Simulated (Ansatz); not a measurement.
The system is CsLiCr2Te2S3.

```
Cs Li Cr Te S
1.0
     3.42162   -5.18069    0.00784
     3.42162    5.18069    0.00784
    -2.90411    0.00000    7.43093
Cs Li Cr Te S
1 1 2 2 3
Direct
  0.09374 0.09374 0.00853
  0.58875 0.58875 0.55336
  0.05646 0.46755 0.55790
  0.46755 0.05646 0.55790
  0.56486 0.87357 0.29035
  0.87357 0.56486 0.29035
  0.81151 0.39697 0.73347
  0.39697 0.81151 0.73347
  0.21404 0.21404 0.48371
```

The cell was built by a generator and needn't be a form met in nature.

Base run:

* Program: Ansatz 0.2.0
* Functional: PBEsol
* Potentials or basis: all-electron LAPW, scalar-relativistic
* Cutoff: 292 eV (chosen from the basis error)
* Basis error allowed: 0.002 eV/atom
* k mesh: 4 × 4 × 3
* Occupations: fermi-dirac, width 0.05 eV
* Spin: collinear spin, ferromagnetic start
* Starting moments: [0.0, 0.0, 3.0, 3.0, 0.0, 0.0, 0.0, 0.0, 0.0] μB

Its results: pressure -2.1 GPa; net moment 4.01 μB per cell; site moments Cs -0.00; Li +0.00; Cr +2.20; Te -0.17; S -0.06, -0.05 μB; largest force 0.290 eV/Å.

The run is repeated on the same cell with these changes: functional from PBEsol to RPBE. What comes out?

Pressure 1.7 GPa; net moment 4.02 μB per cell; site moments Cs -0.00; Li +0.00; Cr +2.28; Te -0.20; S -0.07, -0.06 μB; largest force 0.177 eV/Å.

RPBE binds less tightly than PBEsol, so the same cell stands under more pressure.

Caveats: the k mesh is thin for a metal, which can move the energy by tens of meV per atom; only a ferromagnetic start was run, and an antiferromagnetic order may lie lower in energy.
